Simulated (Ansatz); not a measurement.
# HfSnO4: the cost of one run

Program: Ansatz 0.2.0. PAW datasets, plane waves. The calculation is spin-unpolarised, and the structure need not be a phase that has been made.

### Step 1. Starting point

The cell was relaxed beforehand with r2SCAN.

The symmetry is P-4m2 (No. 115, tetragonal); conventional cell a = 3.564 Å, c = 5.338 Å, 11.30 Å³ an atom. Near Sn stand 4 O at 2.04 Å; near Hf stand 4 O at 2.03 Å; near O stand 2 Sn at 2.04 Å; near O stand 2 Hf at 2.03 Å.

As a file:

```cif
data_structure
_symmetry_space_group_name_H-M 'P 1'
_symmetry_Int_Tables_number 1
_cell_length_a 3.5643
_cell_length_b 3.5643
_cell_length_c 5.3382
_cell_angle_alpha 90.000
_cell_angle_beta 90.000
_cell_angle_gamma 90.000
_cell_volume 67.82
loop_
_atom_site_label
_atom_site_type_symbol
_atom_site_fract_x
_atom_site_fract_y
_atom_site_fract_z
_atom_site_occupancy
Sn1 Sn 0.50000 0.50000 0.50000 1
Hf1 Hf 0.00000 0.00000 0.00000 1
O1 O 0.50000 0.00000 0.68437 1
O2 O 0.00000 0.50000 0.81805 1
O3 O 0.00000 0.50000 0.31563 1
O4 O 0.50000 0.00000 0.18195 1
```

### Step 2. Band structure with PBE

input.yaml

```yaml
crystal:
  lattice:
    - [3.564292314, 0.0, 0.0]
    - [0.0, 3.564292314, 0.0]
    - [0.0, 0.0, 5.3382279969]
  atoms:
    - { symbol: Sn, position: [0.5, 0.5, 0.5] }
    - { symbol: Hf, position: [0.0, 0.0, 0.0] }
    - { symbol: O, position: [0.5, 0.0, 0.6843683553] }
    - { symbol: O, position: [0.0, 0.5, 0.8180465337] }
    - { symbol: O, position: [0.0, 0.5, 0.3156316447] }
    - { symbol: O, position: [0.5, 0.0, 0.1819534663] }
kpoints:
  mp_grid: { grid: [8, 8, 6] }
  band_path:
    path:
      - [[0.0, 0.0, 0.0], [1.479265112046e-52, 0.5, 9.453848009671e-68], [0.5, 0.5, 6.693346236523e-34], [0.0, 0.0, 0.0], [2.194228637213e-50, 3.839673272244e-84, 0.5], [2.194228637213e-50, 0.5, 0.5], [0.5, 0.5, 0.5], [2.194228637213e-50, 3.839673272244e-84, 0.5]]
      - [[1.479265112046e-52, 0.5, 9.453848009671e-68], [2.194228637213e-50, 0.5, 0.5]]
      - [[0.5, 0.5, 6.693346236523e-34], [0.5, 0.5, 0.5]]
    npoints: 10
hamiltonian:
  xc: pbe
scf:
  occupations: { method: fermi_dirac, width: 0.02 }
  n_extra_bands: 5
output:
  forces: true
  stress: true
  eigenvalues: true
```

Run with:

```bash
$ ansatz run input.yaml --threads 4 --pin off --max-ram 6451MiB --backend cpu --events-out ev --progress --plain --runs-dir out
```

What time and memory should one allow on 4 threads of Arm Neoverse V2, shared host?

About 6 s, with a peak of 0.44 GiB.
